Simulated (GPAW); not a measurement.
# SiF (R-3m) in GPAW: notebook, part 2 of 2

GPAW 26.7.0.

## Step 4: Relaxation of cell and atoms, RPBE+D3(BJ)

run.py

```python
from ase.calculators.mixing import SumCalculator
from ase.filters import FrechetCellFilter
from ase.io import read, write
from ase.optimize import BFGS
from dftd3.ase import DFTD3
from gpaw import GPAW, PW

atoms = read('SiF.xyz')

calc = GPAW(mode=PW(800),
            xc='RPBE',
            kpts={'size': (7, 7, 7), 'gamma': True},
            occupations={'name': 'fermi-dirac', 'width': 0.05},
            nbands=13,
            convergence={'density': 1e-05, 'forces': 0.0001},
            maxiter=150,
            txt='gpaw.txt')
atoms.calc = SumCalculator([calc, DFTD3(method='rpbe', damping='d3bj')])
opt = BFGS(FrechetCellFilter(atoms), trajectory='relax.traj', logfile='-')
done = opt.run(fmax=0.02, steps=60)
calc.write('gs.gpw')
write('result.traj', atoms)
print('Converged:', done)
print('Cell:', atoms.cell.cellpar().round(4))
print('Volume:', round(atoms.get_volume(), 4))
print(atoms.get_scaled_positions().round(5))
```

SiF.xyz

```xyz
2
Lattice="1.3385993048 0.7728406690 3.8983100000 -1.3385993048 0.7728406690 3.8983100000 0.0000000000 -1.5456813379 3.8983100000" Properties=species:S:1:pos:R:3 pbc="T T T"
Si     0.0000000000      0.0000000001      5.8474650000
F      0.0000000000      0.0000000000      0.0000000000
```

Potentials or basis: the program's PAW data sets (release 1.2.1) made for this functional, pw.

Command:

```sh
$ OMP_NUM_THREADS=1 python run.py
```

gpaw.txt:

```text
__  _  _
 | _ |_)|_||  |
 |__||  | ||/\| - 26.7.0

Input parameters:
  mode=PW(ecut=800.0),
  convergence={'density': 1e-05, 'forces': 0.0001},
  kpts=MonkhorstPack(size=(7, 7, 7), gamma=True),
  maxiter=150,
  nbands=13,
  occupations=Occupations(name='fermi-dirac', width=0.05),
  xc=XC(name='RPBE')

Diagonalizing LCAO Hamiltonian
Converting LCAO to pw mode

       Si

       F

Atoms  # Å, Bohr magnetons
|   | symbol |        x |        y |        z |    initial magnetic moments |
|---|--------|----------|----------|----------|-----------------------------|
| 0 |     Si | 0.000000 | 0.000000 | 5.847465 | ( 0.0000,  0.0000,  0.0000) |
| 1 |      F | 0.000000 | 0.000000 | 0.000000 | ( 0.0000,  0.0000,  0.0000) |

Unit cell  # Å
| periodic |         x |         y |        z |  lengths |    angles |
|----------|-----------|-----------|----------|----------|-----------|
[... 1137 lines left out ...]
Stress tensor  # eV/Ang^3
|         x |         y |         z |
|-----------|-----------|-----------|
| -0.086985 |  0.000000 | -0.000000 |
| -0.000000 | -0.086985 |  0.000000 |
| -0.000000 |  0.000000 | -0.087373 |

Forces  # eV/Ang
|        x |       y |        z |
|----------|---------|----------|
| -0.00000 | 0.00000 |  0.00000 |  # Si   0
|  0.00000 | 0.00000 | -0.00000 |  # F    1

Interpolating wave functions to new cell

       Si

       F

Atoms  # Å, Bohr magnetons
|   | symbol |         x |        y |        z |    initial magnetic moments |
|---|--------|-----------|----------|----------|-----------------------------|
| 0 |     Si |  0.000000 | 0.000000 | 5.724540 | ( 0.0000,  0.0000,  0.0000) |
| 1 |      F | -0.000000 | 0.000000 | 0.000000 | ( 0.0000,  0.0000,  0.0000) |

Unit cell  # Å
| periodic |         x |         y |        z |  lengths |    angles |
|----------|-----------|-----------|----------|----------|-----------|
|      yes |  1.280696 |  0.739410 | 3.816360 | 4.092862 | 36.469350 |
|      yes | -1.280696 |  0.739410 | 3.816360 | 4.092862 | 36.469350 |
|      yes |  0.000000 | -1.478821 | 3.816360 | 4.092862 | 36.469350 |
[... 200 lines left out ...]
Stress tensor  # eV/Ang^3
|         x |         y |         z |
|-----------|-----------|-----------|
| -0.090343 |  0.000000 |  0.000000 |
|  0.000000 | -0.090343 |  0.000000 |
|  0.000000 |  0.000000 | -0.078322 |

Forces  # eV/Ang
|       x |       y |        z |
|---------|---------|----------|
| 0.00000 | 0.00000 | -0.00000 |  # Si   0
| 0.00000 | 0.00000 |  0.00000 |  # F    1

# Writing to gs.gpw (mode='')
```

stdout:

```text
<dir> UserWarning: The angles between your unit-cell vectors are 37.2, 37.2 and 37.2 degrees.  Results may be wrong!  Please Niggli-reduce your unit-cell so that the angles are closer to 90 degrees:

  from ase.build import niggli_reduce
  niggli_reduce(atoms)

  warnings.warn(
<dir> UserWarning: The angles between your unit-cell vectors are 36.6, 36.6 and 36.6 degrees.  Results may be wrong!  Please Niggli-reduce your unit-cell so that the angles are closer to 90 degrees:

  from ase.build import niggli_reduce
  niggli_reduce(atoms)

  warnings.warn(
<dir> UserWarning: The angles between your unit-cell vectors are 36.7, 36.7 and 36.7 degrees.  Results may be wrong!  Please Niggli-reduce your unit-cell so that the angles are closer to 90 degrees:

  from ase.build import niggli_reduce
  niggli_reduce(atoms)

  warnings.warn(
<dir> UserWarning: The angles between your unit-cell vectors are 36.5, 36.5 and 36.5 degrees.  Results may be wrong!  Please Niggli-reduce your unit-cell so that the angles are closer to 90 degrees:

  from ase.build import niggli_reduce
  niggli_reduce(atoms)

  warnings.warn(
      Step          Energy          fmax
BFGS:    0       -9.527048        0.836972
BFGS:    1       -9.547207        0.746234
BFGS:    2       -9.587065        0.332977
BFGS:    3       -9.596878        0.120805
BFGS:    4       -9.597075        0.096405
BFGS:    5       -9.597401        0.000508
Converged: True
Cell: [ 4.0929  4.0929  4.0929 36.4693 36.4693 36.4693]
Volume: 21.6836
[[0.5 0.5 0.5]
 [0.  0.  1. ]]
```

It took 2.3 min on 1 thread of Arm Neoverse V1, shared host; peak memory 0.22 GiB.

What came out:

```
Free energy                            : -9.6007 eV
Relaxed volume                         : 10.84 Å³/atom
Relaxed cell                           : a = 4.093 Å, b = 4.093 Å, c = 4.093 Å, α = 36.47°, β = 36.47°, γ = 36.47°
Space group after relaxing (to 0.05 Å) : R-3m (No. 166)
Energy gained by relaxing              : 35.2 meV/atom
Ionic steps                            : 6
Pressure after relaxing                : 0.0 GPa
Band gap on the k mesh                 : none (metal or under the smearing width)
Dispersion energy per atom             : -0.885 eV
```

The path:
```
step  energy change (eV)  largest force (eV/Å)  pressure (GPa)  volume (Å³)
   1              0.0000                0.0000           -9.87        24.20
   2             -0.0202                0.0000           -8.79        23.81
   3             -0.0600                0.0000            3.00        21.17
   4             -0.0698                0.0000            0.10        21.70
   5             -0.0700                0.0000            0.11        21.69
   6             -0.0704                0.0000            0.00        21.68
```

Final structure:
```yaml
crystal:
  lattice:
    - [1.28070, 0.73941, 3.81636]
    - [-1.28070, 0.73941, 3.81636]
    - [0.00000, -1.47882, 3.81636]
  atoms:
    - { symbol: Si, position: [0.50000, 0.50000, 0.50000] }
    - { symbol: F, position: [0.00000, 0.00000, 0.00000] }
```

Caveat: the k mesh is coarse (spacing up to 0.39 Å⁻¹), so the values aren't converged; later steps reuse the first step's grids; an odd number of electrons without spin polarisation forces a metal; a magnetic or distorted state may lie lower; pairwise dispersion overbinds metals, which lowers pressure and volume; the program warned that so skewed a cell can give wrong results.

## Step 5: Relaxation of cell and atoms, RPBE+D3(BJ)+ATM

Changes to run.py since step 4:

```diff
@@ -17,3 +17,3 @@
             txt='gpaw.txt')
-atoms.calc = SumCalculator([calc, DFTD3(method='rpbe', damping='d3bj')])
+atoms.calc = SumCalculator([calc, DFTD3(damping='d3bj', params_tweaks=dict(method='rpbe', atm=True))])
 opt = BFGS(FrechetCellFilter(atoms), trajectory='relax.traj', logfile='-')
```

SiF.xyz is that of step 4.

Potentials or basis: the program's PAW data sets (release 1.2.1) made for this functional, pw.

Command:

```sh
$ OMP_NUM_THREADS=1 python run.py
```

gpaw.txt:

```text
__  _  _
 | _ |_)|_||  |
 |__||  | ||/\| - 26.7.0

Input parameters:
  mode=PW(ecut=800.0),
  convergence={'density': 1e-05, 'forces': 0.0001},
  kpts=MonkhorstPack(size=(7, 7, 7), gamma=True),
  maxiter=150,
  nbands=13,
  occupations=Occupations(name='fermi-dirac', width=0.05),
  xc=XC(name='RPBE')

Diagonalizing LCAO Hamiltonian
Converting LCAO to pw mode

       Si

       F

Atoms  # Å, Bohr magnetons
|   | symbol |        x |        y |        z |    initial magnetic moments |
|---|--------|----------|----------|----------|-----------------------------|
| 0 |     Si | 0.000000 | 0.000000 | 5.847465 | ( 0.0000,  0.0000,  0.0000) |
| 1 |      F | 0.000000 | 0.000000 | 0.000000 | ( 0.0000,  0.0000,  0.0000) |

Unit cell  # Å
| periodic |         x |         y |        z |  lengths |    angles |
|----------|-----------|-----------|----------|----------|-----------|
|      yes |  1.338599 |  0.772841 | 3.898310 | 4.193561 | 37.229527 |
|      yes | -1.338599 |  0.772841 | 3.898310 | 4.193561 | 37.229527 |
|      yes |  0.000000 | -1.545681 | 3.898310 | 4.193561 | 37.229527 |
[... 203 lines left out ...]
Stress tensor  # eV/Ang^3
|         x |         y |         z |
|-----------|-----------|-----------|
| -0.008997 |  0.000000 |  0.000000 |
|  0.000000 | -0.008997 |  0.000000 |
|  0.000000 |  0.000000 | -0.013267 |

Forces  # eV/Ang
|        x |       y |        z |
|----------|---------|----------|
| -0.00000 | 0.00000 | -0.00000 |  # Si   0
|  0.00000 | 0.00000 |  0.00000 |  # F    1

Interpolating wave functions to new cell

       Si
[... 217 lines left out ...]
Stress tensor  # eV/Ang^3
|         x |         y |         z |
[... 465 lines left out ...]
Stress tensor  # eV/Ang^3
|         x |         y |         z |
|-----------|-----------|-----------|
| -0.083268 | -0.000000 | -0.000000 |
|  0.000000 | -0.083268 |  0.000000 |
| -0.000000 |  0.000000 | -0.086226 |

Forces  # eV/Ang
|        x |        y |        z |
|----------|----------|----------|
|  0.00000 | -0.00000 | -0.00000 |  # Si   0
| -0.00000 | -0.00000 |  0.00000 |  # F    1

Interpolating wave functions to new cell

       Si
[... 165 lines left out ...]
SCF iterations
|iter     | |      energy | eigst |  dens |force |
|---------|-|-------------|-------|-------|------|
|iter:   1| |   -7.835203 | -3.15 |       |      |
|iter:   2| |   -7.835194 | -6.19 | -2.97 |      |
|iter:   3| |   -7.835164c| -5.15 | -3.01 |      |
|iter:   4| |   -7.835161c| -6.68 | -3.46 |      |
|iter:   5| |   -7.835161c| -6.78 | -3.96 |      |
|iter:   6| |   -7.835161c| -7.79c| -4.69 |      |
|iter:   7| |   -7.835161c| -8.76c| -5.42c|      |
|iter:   8| |   -7.835161c|-10.01c| -6.11c|-24.95c|

Converged in 8 steps
Energy contributions relative to reference atoms: (reference = -10606.135943)

Energy contributions:
  Kinetic:          13.406890
  Coulomb:         -10.795457
  Zero:              0.076362
  External:          0.000000
  Xc:              -10.519719
  Entropy:          -0.006476
  Spinorbit:         0.000000
  ----------------------------
  Free energy:      -7.838399
  Extrapolated:     -7.835161
[... 24 lines left out ...]
Stress tensor  # eV/Ang^3
|         x |         y |         z |
|-----------|-----------|-----------|
| -0.084392 |  0.000000 | -0.000000 |
|  0.000000 | -0.084392 |  0.000000 |
| -0.000000 |  0.000000 | -0.084103 |

Forces  # eV/Ang
|       x |       y |       z |
|---------|---------|---------|
| 0.00000 | 0.00000 | 0.00000 |  # Si   0
| 0.00000 | 0.00000 | 0.00000 |  # F    1

Interpolating wave functions to new cell

       Si
[... 215 lines left out ...]
Stress tensor  # eV/Ang^3
|         x |         y |         z |
|-----------|-----------|-----------|
| -0.087617 | -0.000000 | -0.000000 |
| -0.000000 | -0.087617 |  0.000000 |
| -0.000000 |  0.000000 | -0.075348 |

Forces  # eV/Ang
|       x |       y |       z |
|---------|---------|---------|
| 0.00000 | 0.00000 | 0.00000 |  # Si   0
| 0.00000 | 0.00000 | 0.00000 |  # F    1

# Writing to gs.gpw (mode='')
```

stdout:

```text
<dir> UserWarning: The angles between your unit-cell vectors are 37.2, 37.2 and 37.2 degrees.  Results may be wrong!  Please Niggli-reduce your unit-cell so that the angles are closer to 90 degrees:

  from ase.build import niggli_reduce
  niggli_reduce(atoms)

  warnings.warn(
<dir> UserWarning: The angles between your unit-cell vectors are 36.6, 36.6 and 36.6 degrees.  Results may be wrong!  Please Niggli-reduce your unit-cell so that the angles are closer to 90 degrees:

  from ase.build import niggli_reduce
  niggli_reduce(atoms)

  warnings.warn(
<dir> UserWarning: The angles between your unit-cell vectors are 36.7, 36.7 and 36.7 degrees.  Results may be wrong!  Please Niggli-reduce your unit-cell so that the angles are closer to 90 degrees:

  from ase.build import niggli_reduce
  niggli_reduce(atoms)

  warnings.warn(
<dir> UserWarning: The angles between your unit-cell vectors are 36.5, 36.5 and 36.5 degrees.  Results may be wrong!  Please Niggli-reduce your unit-cell so that the angles are closer to 90 degrees:

  from ase.build import niggli_reduce
  niggli_reduce(atoms)

  warnings.warn(
      Step          Energy          fmax
BFGS:    0       -9.506400        0.816619
BFGS:    1       -9.525373        0.727377
BFGS:    2       -9.562895        0.317123
BFGS:    3       -9.571919        0.116819
BFGS:    4       -9.572139        0.093620
BFGS:    5       -9.572461        0.000626
Converged: True
Cell: [ 4.0967  4.0967  4.0967 36.48   36.48   36.48  ]
Volume: 21.7564
[[0.5 0.5 0.5]
 [0.  0.  1. ]]
```

Run time: 2.4 min. Hardware: 1 thread of Arm Neoverse V1, shared host; peak memory 0.22 GiB.

Results:

- Free energy: -9.5757 eV
- Relaxed volume: 10.88 Å³/atom
- Relaxed cell: a = 4.097 Å, b = 4.097 Å, c = 4.097 Å, α = 36.48°, β = 36.48°, γ = 36.48°
- Space group after relaxing (to 0.05 Å): R-3m (No. 166)
- Energy gained by relaxing: 33.0 meV/atom
- Ionic steps: 6
- Pressure after relaxing: 0.0 GPa
- Band gap on the k mesh: none (metal or under the smearing width)
- Dispersion energy per atom: -0.869 eV

The path:
| step | energy change (eV) | largest force (eV/Å) | pressure (GPa) | volume (Å³) |
| --- | --- | --- | --- | --- |
| 1 | 0.0000 | 0.0000 | -9.60 | 24.20 |
| 2 | -0.0190 | 0.0000 | -8.54 | 23.82 |
| 3 | -0.0565 | 0.0000 | 2.86 | 21.27 |
| 4 | -0.0655 | 0.0000 | 0.10 | 21.77 |
| 5 | -0.0657 | 0.0000 | 0.10 | 21.76 |
| 6 | -0.0661 | 0.0000 | 0.01 | 21.76 |

Final structure:
```
Si F
1.0
     1.28227    0.74032    3.81979
    -1.28227    0.74032    3.81979
     0.00000   -1.48063    3.81979
Si F
1 1
Direct
  0.50000 0.50000 0.50000
  0.00000 0.00000 0.00000
```

Caveat: the k mesh is coarse (spacing up to 0.39 Å⁻¹), so the values aren't converged; later steps reuse the first step's grids; an odd number of electrons without spin polarisation forces a metal; a magnetic or distorted state may lie lower; pairwise dispersion overbinds metals, which lowers pressure and volume; the program warned that so skewed a cell can give wrong results.

## Step 6: Relaxation of cell and atoms, RPBE+D4

Changes to run.py since step 5:

```diff
@@ -4,3 +4,3 @@
 from ase.optimize import BFGS
-from dftd3.ase import DFTD3
+from dftd4.ase import DFTD4
 from gpaw import GPAW, PW
@@ -17,3 +17,3 @@
             txt='gpaw.txt')
-atoms.calc = SumCalculator([calc, DFTD3(damping='d3bj', params_tweaks=dict(method='rpbe', atm=True))])
+atoms.calc = SumCalculator([calc, DFTD4(method='rpbe')])
 opt = BFGS(FrechetCellFilter(atoms), trajectory='relax.traj', logfile='-')
```

SiF.xyz is that of step 5.

Potentials or basis: the program's PAW data sets (release 1.2.1) made for this functional, pw.

Command:

```sh
$ OMP_NUM_THREADS=1 python run.py
```

It took 2.5 min on 1 thread of Arm Neoverse V1, shared host; peak memory 0.24 GiB.

It converged, with:

```yaml
Free_energy: -8.9340 eV
Relaxed_volume: 11.55 Å³/atom
Relaxed_cell: a = 4.147 Å, b = 4.147 Å, c = 4.147 Å, α = 36.95°, β = 36.95°, γ = 36.95°
Space_group_after_relaxing_to_0.05_Å: R-3m (No. 166)
Energy_gained_by_relaxing: 3.0 meV/atom
Ionic_steps: 6
Pressure_after_relaxing: -0.1 GPa
Band_gap_on_the_k_mesh: none (metal or under the smearing width)
Dispersion_energy_per_atom: -0.502 eV
```

Stress tensor (GPa, compression positive):
```
-0.14  0.00  0.00
 0.00 -0.14  0.00
 0.00  0.00 -0.04
```

The path:
```csv
step,energy change (eV),largest force (eV/Å),pressure (GPa),volume (Å³)
1,0.0000,0.0000,-3.79,24.20
2,-0.0021,0.0000,-3.33,24.05
3,-0.0050,0.0000,0.36,23.02
4,-0.0057,0.0000,0.05,23.09
5,-0.0061,0.0000,-0.13,23.12
6,-0.0061,0.0000,-0.11,23.10
```

Final structure:
```
Si F
1.0
     1.31436    0.75885    3.85958
    -1.31436    0.75885    3.85958
     0.00000   -1.51769    3.85958
Si F
1 1
Direct
  0.50000 0.50000 0.50000
  0.00000 0.00000 0.00000
```

Levels at points of the mesh, in eV from the Fermi level:
```
           k point  band 3  band 4  band 5  band 6  band 7  band 8
(0.00, 0.00, 0.00)   -7.64   -3.51   -3.51    3.47    7.96   11.92
```

Caveat: the k mesh is coarse (spacing up to 0.39 Å⁻¹), so the values aren't converged; later steps reuse the first step's grids; an odd number of electrons without spin polarisation forces a metal; a magnetic or distorted state may lie lower; pairwise dispersion overbinds metals, which lowers pressure and volume; the program warned that so skewed a cell can give wrong results.
